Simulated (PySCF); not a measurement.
**CHBrCl− (SMILES Cl[CH-]Br) at CISD/STO-3G**

What is the vertical singlet–triplet gap of CHBrCl− at CISD/STO-3G? Input form: a Python script.

Program for the calculation: PySCF 2.14.0.

6 further runs of the same task are left out: 6 set aside as unsound or not needed.

**1. The structure to begin with**

CHBrCl− has 4 atoms, charge -1, and is taken as a singlet. As SMILES, `Cl[CH-]Br`. The shape is that of a GFN2-xTB optimisation.

Bond lengths: Cl1–C2 1.837 Å, C2–Br3 2.025 Å, C2–H4 1.116 Å. Angles: Cl1–C2–Br3 107.2°, Cl1–C2–H4 101.3°, Br3–C2–H4 100.2°.

**2. A single-point energy at CISD/STO-3G**

File mol.xyz:

```xyz
4

Cl    -1.574350     0.290000    -0.425680
C      0.245590     0.052990    -0.494500
Br     0.722340    -1.324760     0.911050
H      0.606420     0.981770     0.009130
```

File input.py:

```python
from pyscf import gto, scf, ci

mol = gto.M(
    atom='mol.xyz',
    basis='sto-3g',
    max_memory=1860,
    charge=-1,
    verbose=4,
)

mf = scf.RHF(mol)
mf.conv_tol = 1e-10
mf.kernel()
if not mf.converged:
    mf = mf.newton().run(mf.mo_coeff, mf.mo_occ)

cisd = ci.CISD(mf, frozen=15)
cisd.kernel()
e_tot = cisd.e_tot
print('E(%s) = %.9f' % ('CISD', e_tot))
```

Run with:

```bash
$ OMP_NUM_THREADS=1 python input.py
```

What it wrote:

```text
PySCF version 2.14.0

[INPUT] num. atoms = 4
[INPUT] num. electrons = 60
[INPUT] charge = -1
[INPUT] spin (= nelec alpha-beta = 2S) = 0
[INPUT] symmetry False subgroup None
[INPUT] Mole.unit = angstrom
[INPUT] Symbol           X                Y                Z      unit          X                Y                Z       unit  Magmom
[INPUT]  1 Cl    -1.574350000000   0.290000000000  -0.425680000000 AA   -2.975090324209   0.548020576124  -0.804418616705 Bohr   0.0
[INPUT]  2 C      0.245590000000   0.052990000000  -0.494500000000 AA    0.464097838932   0.100136587341  -0.934469568597 Bohr   0.0
[INPUT]  3 Br     0.722340000000  -1.324760000000   0.911050000000 AA    1.365024768818  -2.503433580779   1.721634985785 Bohr   0.0
[INPUT]  4 H      0.606420000000   0.981770000000   0.009130000000 AA    1.145967716459   1.855276417314   0.017253199517 Bohr   0.0

nuclear repulsion = 199.698115650038
number of shells = 17
number of NR pGTOs = 99
number of NR cGTOs = 33
basis = sto-3g
ecp = {}

******** <class 'pyscf.scf.hf.RHF'> ********
method = RHF
initial guess = minao
damping factor = 0
level_shift factor = 0
DIIS = <class 'pyscf.scf.diis.CDIIS'>
diis_start_cycle = 1
diis_space = 8
diis_damp = 0
SCF conv_tol = 1e-10
SCF conv_tol_grad = None
SCF max_cycles = 50
direct_scf = True
direct_scf_tol = 1e-13
Set gradient conv threshold to 1e-05
Initial guess from minao.
init E= -3032.92351715557
  HOMO = -0.257146215851673  LUMO = 0.0285978200265069  gap/eV = 7.77549
cycle= 1 E= -3037.01456106483  delta_E= -4.09  |g|= 0.237  |ddm|= 2.58
  HOMO = 0.0165190722804262  LUMO = 0.566324631394393  gap/eV = 14.96097
cycle= 2 E= -3037.05498181113  delta_E= -0.0404  |g|= 0.085  |ddm|= 0.722
  HOMO = 0.03750456003429  LUMO = 0.616102994969171  gap/eV = 15.74447
cycle= 3 E= -3037.05963700453  delta_E= -0.00466  |g|= 0.0329  |ddm|= 0.199
  HOMO = 0.0270292379560364  LUMO = 0.608001250582547  gap/eV = 15.80905
cycle= 4 E= -3037.06125050423  delta_E= -0.00161  |g|= 0.0127  |ddm|= 0.179
  HOMO = 0.0272882031485914  LUMO = 0.607256385796954  gap/eV = 15.78174
cycle= 5 E= -3037.06154573113  delta_E= -0.000295  |g|= 0.00217  |ddm|= 0.098
  HOMO = 0.026676062740167  LUMO = 0.607510211242925  gap/eV = 15.80530
cycle= 6 E= -3037.06155328288  delta_E= -7.55e-06  |g|= 0.000318  |ddm|= 0.0158
  HOMO = 0.0266894146052719  LUMO = 0.607418674878182  gap/eV = 15.80245
cycle= 7 E= -3037.06155339441  delta_E= -1.12e-07  |g|= 3.97e-05  |ddm|= 0.00149
  HOMO = 0.0266812789833661  LUMO = 0.607438276292059  gap/eV = 15.80320
cycle= 8 E= -3037.06155339606  delta_E= -1.65e-09  |g|= 1.07e-05  |ddm|= 0.000147
  HOMO = 0.0266832645107125  LUMO = 0.607434977723036  gap/eV = 15.80306
cycle= 9 E= -3037.06155339619  delta_E= -1.31e-10  |g|= 2.81e-06  |ddm|= 4.98e-05
  HOMO = 0.0266830615703898  LUMO = 0.607435584198631  gap/eV = 15.80308
cycle= 10 E= -3037.06155339621  delta_E= -1.96e-11  |g|= 4.33e-07  |ddm|= 1.51e-05
  HOMO = 0.0266831103456556  LUMO = 0.607435507086921  gap/eV = 15.80308
Extra cycle  E= -3037.0615533962  delta_E= 5.46e-12  |g|= 1.95e-07  |ddm|= 1.21e-06
converged SCF energy = -3037.0615533962

******** <class 'pyscf.ci.cisd.RCISD'> ********
CISD nocc = 15, nmo = 18
frozen orbitals 15
max_cycle = 50
direct = 0
conv_tol = 1e-09
max_cycle = 50
max_space = 12
lindep = 0
nroots = 1
Init t2, MP2 energy = -0.0511214274013712
RCISD converged
E(RCISD) = -3037.128512121673  E_corr = -0.06695872547301973
E(CISD) = -3037.128512122
```

Wall time 0.91 s (1 thread of Arm Neoverse V1, shared host); peak memory 0.1 GiB.

**3. The triplet, same level**

File input.xyz:

```xyz
4

Cl    -1.574350     0.290000    -0.425680
C      0.245590     0.052990    -0.494500
Br     0.722340    -1.324760     0.911050
H      0.606420     0.981770     0.009130
```

File input.py:

```python
from pyscf import gto, ci

mol = gto.M(
    atom='input.xyz',
    charge=-1,
    max_memory=1860,
    basis='sto-3g',
    spin=2,
    verbose=3,
)

calc0 = mol.UHF()
calc0.conv_tol = 1e-10
calc0.kernel()
if not calc0.converged:
    calc0 = calc0.newton().run(calc0.mo_coeff, calc0.mo_occ)

cisd = ci.CISD(calc0, frozen=15)
cisd.kernel()
e_tot = cisd.e_tot
print('E = %.10f Eh' % e_tot)
```

Run with:

```bash
$ OMP_NUM_THREADS=1 python input.py
```

What it wrote:

```text
WARN: HOMO 0.0285978200265069 >= LUMO -0.257146215851673

converged SCF energy = -3036.92931744387  <S^2> = 2.0089775  2S+1 = 3.005979
E(UCISD) = -3036.97890919647  E_corr = -0.04959175260005685
E = -3036.9789091965 Eh
```

It took 1.2 s on 1 thread of Arm Neoverse V1, shared host; peak memory 0.12 GiB.

**4. Summary of results**

Level: CISD/STO-3G, 15 core orbitals frozen.

| quantity | value |
| --- | --- |
| singlet: total energy | -3037.12851 Eh |
| singlet: HOMO energy (Hartree–Fock orbitals) | 0.73 eV |
| singlet: LUMO energy (Hartree–Fock orbitals) | 16.53 eV |
| singlet: HOMO–LUMO gap (to an unbound level, set by the basis) | 15.80 eV |
| singlet: correlation energy (15 core orbitals frozen) | -67.0 mEh |
| triplet: total energy | -3036.97891 Eh |
| triplet: HOMO energy (Hartree–Fock orbitals) (highest over α and β) | 5.12 eV |
| triplet: LUMO energy (Hartree–Fock orbitals) (lowest over α and β) | 13.12 eV |
| triplet: correlation energy (15 core orbitals frozen) | -49.6 mEh |
| triplet: ⟨S²⟩ of the reference determinant | 2.009 |
| vertical energy of the triplet above the singlet | 4.071 eV |

In words: At this shape the triplet lies 4.07 eV (94 kcal/mol) above the singlet. For an anion a state so high probably lies above electron detachment. In a minimal basis such a difference can be off by several eV, whatever the method. The HOMO (singlet) lies at positive energy, 0.73 eV: the electron is unbound at this level or held by a compact basis; values depend on the basis. The HOMO (triplet) lies at positive energy, 5.12 eV: the electron is unbound at this level or held by a compact basis; values depend on the basis.
